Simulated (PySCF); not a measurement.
# From one method to the next for C (triplet)

What do other methods print for C (triplet)?

Method: each script names its method and basis; program: PySCF 2.14.0.

2 further runs of the same task are left out: 2 that didn't finish.

### Step 1. The atom

C (triplet): 1 atom, charge 0, spin multiplicity 3.

### Step 2. The run that the others are compared with

File input.py:

```python
from pyscf import gto, scf, mp

mol = gto.M(
    atom='C 0 0 0',
    basis='cc-pvtz-dk',
    charge=0,
    spin=2,
    verbose=4,
)
mf = scf.UHF(mol)
mf = mf.sfx2c1e()
mf.kernel()
mp.MP2(mf, frozen=1).kernel()
mf.dip_moment()
print('orbital energies (hartree):', [e[max(0, n-3):n+3].round(4) for e, n in zip(mf.mo_energy, mol.nelec)])
```

On the command line:

```console
OMP_NUM_THREADS=1 python input.py
```

### Step 3. ROHF

Edit 1 changes SCF type: UHF → ROHF.

File input.py:

```python
from pyscf import gto, scf, mp

mol = gto.M(
    atom='C 0 0 0',
    basis='cc-pvtz-dk',
    charge=0,
    spin=2,
    verbose=4,
)
mf = scf.ROHF(mol)
mf = mf.sfx2c1e()
mf.kernel()
mp.MP2(mf, frozen=1).kernel()
mf.dip_moment()
print('orbital energies (hartree):', mf.mo_energy[..., max(0, mol.nelec[1]-3):mol.nelec[0]+3].round(4))
```

### Step 4. CCSD(T)

Edit 2 changes step after the SCF: mp2 → ccsd(t).

Edit input.py of step 2 so:

```diff
@@ -1,2 +1,2 @@
-from pyscf import gto, scf, mp
+from pyscf import gto, scf, cc
 
@@ -12,3 +12,5 @@
 mf.kernel()
-mp.MP2(mf, frozen=1).kernel()
+mycc = cc.CCSD(mf, frozen=1)
+mycc.kernel()
+mycc.ccsd_t()
 mf.dip_moment()
```

### Step 5. Frozen orbitals 2

Edit 3 changes frozen orbitals: 1 → 2.

Edit input.py of step 2 so:

```diff
@@ -12,3 +12,3 @@
 mf.kernel()
-mp.MP2(mf, frozen=1).kernel()
+mp.MP2(mf, frozen=2).kernel()
 mf.dip_moment()
```

### Step 6. M062x (UKS)

Edit 4 changes functional: none (Hartree–Fock) → m062x; SCF type: UHF → UKS; step after the SCF: mp2 → analyze.

File input.py:

```python
from pyscf import gto, dft

mol = gto.M(
    atom='C 0 0 0',
    basis='cc-pvtz-dk',
    charge=0,
    spin=2,
    verbose=4,
)
mf = dft.UKS(mol, xc='m062x')
mf = mf.sfx2c1e()
mf.kernel()
mf.analyze()
print('orbital energies (hartree):', [e[max(0, n-3):n+3].round(4) for e, n in zip(mf.mo_energy, mol.nelec)])
```

**Question.** What will these runs give? Wanted: for each run, E(SCF); from base; gap, α spin; after the SCF.

As calculated:

| run | E(SCF) (hartree) | from base (eV) | cycles | gap, α spin (eV) | after the SCF |
| --- | --- | --- | --- | --- | --- |
| base | -37.706518 | 0 | 8 | 12.87 | MP2 correlation -1.821 eV, core frozen |
| ROHF | -37.701663 | +0.1321 | 7 | n/a | MP2 correlation -1.866 eV, core frozen |
| CCSD(T) | -37.706518 | 0.0000 | 8 | 12.87 | CCSD(T) correlation -2.427 eV, core frozen |
| frozen orbitals 2 | -37.706518 | 0.0000 | 8 | 12.87 | MP2 correlation -0.197 eV, core frozen |
| m062x (UKS) | -37.858207 | not comparable | 7 | 6.19 | n/a |

In words: On the same reference and core, CCSD(T) gains 2.43 eV in 0.79 s; MP2 reaches 75 % of that in 0.6 s. Total energies of different functionals can't be compared with each other; differences within one functional can.
